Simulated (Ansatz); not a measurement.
# C5H7AlCl2O2: the cost of one run

Program: Ansatz 0.2.0, Gaussian basis. Level of theory: revPBE/6-31G*. These are calculated values, not measurements.

**1. The geometry**

The geometry comes from an earlier relaxation with PBE0-D4 in a triple-zeta def2 set; it is a stationary point, not always the lowest conformer.

17 atoms, charge 0, spin multiplicity 1.

Atoms are counted from 1 here; the program's logs count them from 0.

Bond lengths: C1–C2 1.488 Å, C1–H11 1.093 Å, C1–H12 1.088 Å, C1–H13 1.093 Å, C2–C3 1.394 Å, C2–O10 1.278 Å, C3–C4 1.394 Å, C3–H14 1.080 Å, C4–C5 1.488 Å, C4–O6 1.278 Å, C5–H15 1.088 Å, C5–H16 1.093 Å, C5–H17 1.093 Å, O6–Al7 1.798 Å, Al7–Cl8 2.100 Å, Al7–Cl9 2.101 Å, Al7–O10 1.798 Å. Angles: C2–C1–H11 108.9°, C2–C1–H12 112.5°, C2–C1–H13 108.9°, H11–C1–H12 109.7°, H11–C1–H13 106.9°, H12–C1–H13 109.8°, C1–C2–C3 120.9°, C1–C2–O10 115.4°, C3–C2–O10 123.7°, C2–C3–C4 123.2°, C2–C3–H14 118.4°, C4–C3–H14 118.4°, C3–C4–C5 120.9°, C3–C4–O6 123.7°, C5–C4–O6 115.4°, C4–C5–H15 112.5°, C4–C5–H16 108.9°, C4–C5–H17 108.9° and more.

**2. Dynamics**

in.yaml reads:

```yaml
crystal:
  periodic: [false, false, false]
  atoms:
    - {symbol: C, position_ang: [1.401876, -1.878713, -1.269670]}
    - {symbol: C, position_ang: [0.827400, -0.834184, -0.379386]}
    - {symbol: C, position_ang: [-0.401814, -0.243676, -0.668391]}
    - {symbol: C, position_ang: [-0.984451, 0.737707, 0.131984]}
    - {symbol: C, position_ang: [-2.300699, 1.332798, -0.224404]}
    - {symbol: O, position_ang: [-0.450528, 1.189623, 1.201696]}
    - {symbol: Al, position_ang: [1.130545, 0.688146, 1.896656]}
    - {symbol: Cl, position_ang: [0.840450, -0.250217, 3.753271]}
    - {symbol: Cl, position_ang: [2.493022, 2.285083, 1.815194]}
    - {symbol: O, position_ang: [1.535997, -0.533864, 0.641046]}
    - {symbol: H, position_ang: [2.375368, -1.538302, -1.631633]}
    - {symbol: H, position_ang: [0.755296, -2.106375, -2.114487]}
    - {symbol: H, position_ang: [1.579705, -2.784554, -0.684904]}
    - {symbol: H, position_ang: [-0.929084, -0.563008, -1.554984]}
    - {symbol: H, position_ang: [-2.712756, 0.912699, -1.139464]}
    - {symbol: H, position_ang: [-2.182192, 2.413609, -0.334884]}
    - {symbol: H, position_ang: [-2.997336, 1.172729, 0.602260]}
basis:
  gaussian: {orbitals: "6-31G*"}
hamiltonian: {xc: {name: revPBE}}
md: {timestep: 2 fs, n_steps: 20, ensemble: nvt_langevin, temperature: 500, initial_velocities: maxwell_boltzmann, friction: 0.01, seed: 582}
```

The run is started by

```console
ansatz run in.yaml --threads 4 --pin off --events-out ev --progress --plain --max-ram 66560MiB --backend cpu
```

**Question.** How long does this run take on 4 threads of AMD EPYC 7R13, shared host, and how much memory does it need?

About 63 s, with a peak of 0.34 GiB.
